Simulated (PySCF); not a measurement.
**WOCl₂: structure of the singlet**

The task is one start of a wider search on WOCl₂: the singlet, from a trigonal pyramidal start. It is relaxed, tested by its Hessian and followed downhill if it is a saddle.

The runs use PySCF 2.14.0; PBE0, basis W def2-TZVP with ECP60, O def2-TZVP, Cl def2-TZVP, scalar-relativistic core potentials, no spin–orbit coupling, density fitting.

### 1 Starting geometry

4 atoms, charge 0, spin multiplicity 1.

Bond lengths: W1–O2 1.770 Å, W1–Cl3 2.360 Å, W1–Cl4 2.360 Å. Angles: O2–W1–Cl3 99.8°, O2–W1–Cl4 99.8°, Cl3–W1–Cl4 99.8°.

```xyz
4
charge 0 multiplicity 1
W     0.0000   -0.3803    0.0000
O     1.7700   -0.3741    0.0000
Cl   -0.4048    1.0858   -1.8046
Cl   -0.4048    1.0858    1.8046
```

### 2 First SCF at the start

The steps below are one call of a driver around PySCF. For each, scf.py gives the equivalent set-up of the SCF; relaxations use the driver's own optimiser. After this first run the driver tries any further starts and a stability analysis.

Input file scf.py:

```python
from pyscf import gto, scf, dft
mol = gto.M(atom='''
W     -0.000000    -0.380280     0.000000
O      1.769970    -0.374150     0.000010
Cl    -0.404800     1.085790    -1.804620
Cl    -0.404790     1.085780     1.804610''',
    basis={'W': 'def2-TZVP', 'O': 'def2-TZVP', 'Cl': 'def2-TZVP'},
    ecp={'W': 'def2-TZVP'},
    charge=0, spin=0)
mf = dft.RKS(mol, xc='PBE0')
mf.grids.atom_grid = (50, 194)
aux = {'W': 'def2-universal-JKFIT', 'O': 'def2-universal-JKFIT', 'Cl': 'def2-universal-JKFIT'}
mf = mf.density_fit(auxbasis=aux)
mf.conv_tol = 1e-08
mf.diis_space = 10
mf.max_cycle = 60
mf.init_guess = 'minao'
mf.verbose = 4
mf.kernel()
```

Launch:

```console
$ OMP_NUM_THREADS=4 python axn.py task.json out
```

After this run come: Trigonal pyramidal start, singlet: relaxation; Is it a minimum? Harmonic modes.

Before running it: what results should come out? Wanted: minimum; geometry; wavenumbers; dipole moment; highest occupied, lowest empty level; polar-tensor charge of W1; zero-point energy; atomisation energy.

As calculated:

| quantity | value |
| --- | --- |
| minimum | singlet, C2v |
| geometry | W–Cl 2.226 Å (×2), W–O 1.668 Å; Cl–W–Cl 132.6°, Cl–W–O 113.7° (×2) |
| wavenumbers (cm⁻¹) | 94 (b1), 107 (a1), 236 (b2), 415 (a1), 449 (b2), 1091 (a1) |
| dipole moment | 1.53 D |
| highest occupied, lowest empty level | -6.64, -3.67 eV |
| polar-tensor charge of W1 | +1.43 e |
| zero-point energy | 14.3 kJ/mol |
| entropy at 298.15 K | 332.6 J/(mol K) |
| atomisation energy (no zero-point energy) | 1551 kJ/mol |

What this shows: The trigonal pyramidal start (Cs) ends in a minimum of C2v symmetry. In the infrared the band at 1091 cm⁻¹ (a1, stretch) leads. Only this shape and spin were tried, so other structures or states may lie lower. With an element this heavy the missing spin–orbit coupling can shift these numbers.
